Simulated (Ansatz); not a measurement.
# BaLuSbF: the cost of one run

Method: reference: DFT PBE, plane waves, PAW, scalar-relativistic, no spin polarisation, in Ansatz 0.2.0.

### Step 1. The system as given

Symmetry: P4/nmm, No. 129, tetragonal system. Conventional cell: a = 4.535 Å, b = 4.535 Å, c = 9.645 Å, α = 90.00°, β = 90.00°, γ = 90.00°. Ba (site symmetry 4mm) has 4 F at 2.65 Å as nearest neighbours. Lu (site symmetry -4m2) has 4 Sb at 2.89 Å and 4 Lu at 3.21 Å as nearest neighbours. Sb (site symmetry 4mm) has 4 Lu at 2.89 Å as nearest neighbours. F (site symmetry -4m2) has 4 Ba at 2.65 Å as nearest neighbours.

Coordinates:

```cif
data_structure
_symmetry_space_group_name_H-M 'P 1'
_symmetry_Int_Tables_number 1
_cell_length_a 4.5345
_cell_length_b 4.5345
_cell_length_c 9.6450
_cell_angle_alpha 90.000
_cell_angle_beta 90.000
_cell_angle_gamma 90.000
_cell_volume 198.32
loop_
_atom_site_label
_atom_site_type_symbol
_atom_site_fract_x
_atom_site_fract_y
_atom_site_fract_z
_atom_site_occupancy
Ba1 Ba 0.25000 0.25000 0.35865 1
Ba2 Ba 0.75000 0.75000 0.64135 1
Lu1 Lu 0.25000 0.75000 0.00000 1
Lu2 Lu 0.75000 0.25000 0.00000 1
Sb1 Sb 0.25000 0.25000 0.81486 1
Sb2 Sb 0.75000 0.75000 0.18514 1
F1 F 0.25000 0.75000 0.50000 1
F2 F 0.75000 0.25000 0.50000 1
```

### Step 2. Reference

The input, input.yaml:

```yaml
crystal:
  lattice:
    - [4.534542, 0.0, 0.0]
    - [0.0, 4.534542, 0.0]
    - [0.0, 0.0, 9.645012]
  atoms:
    - { symbol: Ba, position: [0.25, 0.25, 0.35865] }
    - { symbol: Ba, position: [0.75, 0.75, 0.64135] }
    - { symbol: Lu, position: [0.25, 0.75, 0.0] }
    - { symbol: Lu, position: [0.75, 0.25, 0.0] }
    - { symbol: Sb, position: [0.25, 0.25, 0.81486] }
    - { symbol: Sb, position: [0.75, 0.75, 0.18514] }
    - { symbol: F, position: [0.25, 0.75, 0.5] }
    - { symbol: F, position: [0.75, 0.25, 0.5] }
  symmetry: { tolerance: 0.0003 }
kpoints:
  mp_grid: { grid: [4, 4, 2], shift: [0, 0, 0] }
magnetization:
  spin_polarized: false
scf:
  occupations: { method: fermi_dirac }
hamiltonian:
  pseudopotentials: { kind: paw }
  xc: pbe
basis:
  ecutwfc: 420
output:
  forces: true
  stress: true
  eigenvalues: true
```

On the command line:

```console
$ ansatz run input.yaml --threads 1 --pin off --max-ram 2560MiB --backend cpu --events-out ev --progress --plain --runs-dir out
```

**Question.** How long does this run take on 1 thread of Arm Neoverse V2, shared host, and how much memory does it need?

About 14 s, with a peak of 0.53 GiB.
